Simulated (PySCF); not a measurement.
**Changing the system itself: RbNa**

One physical setting of the base script is moved in each run, with the edits that it forces.

Computed with PySCF 2.14.0. Level: method and basis as typed in the scripts.

1 further run of the same task is left out (it didn't finish).

## (1) The starting structure

RbNa: 2 atoms, charge 0, spin multiplicity 1.

Bond lengths: Rb1–Na2 3.817 Å.

## (2) Base script

Contents of input.py:

```python
from pyscf import gto, scf

mol = gto.M(
    atom='Rb 0 0 0; Na 0 0 3.817',
    basis='sbkjc',
    ecp={'Rb': 'sbkjc', 'Na': 'sbkjc'},
    charge=0,
    spin=0,
    verbose=3,
)
mf = scf.UHF(mol)
mf.kernel()
mf.dip_moment()
print('orbital energies (hartree):', [e[max(0, n-3):n+3].round(4) for e, n in zip(mf.mo_energy, mol.nelec)])
```

The run is started by

```
$ OMP_NUM_THREADS=1 python input.py
```

Its log is not repeated here.

It gives: E(SCF) = -0.313122 Eh, μ = 3.90 D.

The bond length is a typed value, not an optimised one.

## (3) Charge +2

Run 1 changes charge: 0 → 2.

Contents of input.py:

```python
from pyscf import gto, scf

mol = gto.M(
    atom='Rb 0 0 0; Na 0 0 3.817',
    basis='sbkjc',
    ecp={'Rb': 'sbkjc', 'Na': 'sbkjc'},
    charge=2,
    spin=0,
    verbose=3,
)
mf = scf.UHF(mol)
mf.kernel()
mf.dip_moment()
print('orbital energies (hartree):', [e[max(0, n-3):n+3].round(4) for e, n in zip(mf.mo_energy, mol.nelec)])
```

The run is started by

```
$ OMP_NUM_THREADS=1 python input.py
```

## (4) Triplet

Run 2 changes spin (2S): 0 → 2.

Edit input.py of step 2 so:

```diff
@@ -7,3 +7,3 @@
     charge=0,
-    spin=0,
+    spin=2,
     verbose=3,
```

## (5) Lengths in bohr

Run 3 changes length unit: angstrom → bohr; bond length: 3.817 Å → 3.817 bohr.

Edit input.py of step 2 so:

```diff
@@ -8,2 +8,3 @@
     spin=0,
+    unit='bohr',
     verbose=3,
```

## (6) Bond 10 Å

Run 4 changes bond length: 3.817 Å → 10 Å.

Edit input.py of step 2 so:

```diff
@@ -3,3 +3,3 @@
 mol = gto.M(
-    atom='Rb 0 0 0; Na 0 0 3.817',
+    atom='Rb 0 0 0; Na 0 0 10',
     basis='sbkjc',
```

Before running it: what results should come out? Wanted: for each run, E(SCF); from base; SCF dipole.

**Answer**, as computed:

| run | E(SCF) (hartree) | from base (eV) | SCF dipole (D) |
| --- | --- | --- | --- |
| base | -0.313122 | 0 | 3.90 |
| charge +2 | 0.138637 | +12.2930 | n/a |
| triplet | -0.310117 | +0.0818 | 1.41 |
| lengths in bohr (poor choice) | -0.227036 | not comparable | 2.97 |
| bond 10 Å (poor choice) | -0.260211 | +1.4398 | 7.86 |

The largest comparable shift of the SCF energy, +1.440 eV, comes with the run “bond 10 Å”. The triplet solution found lies 0.08 eV above the base singlet at this geometry and level. Rows marked «poor choice» come from settings spoiled on purpose.
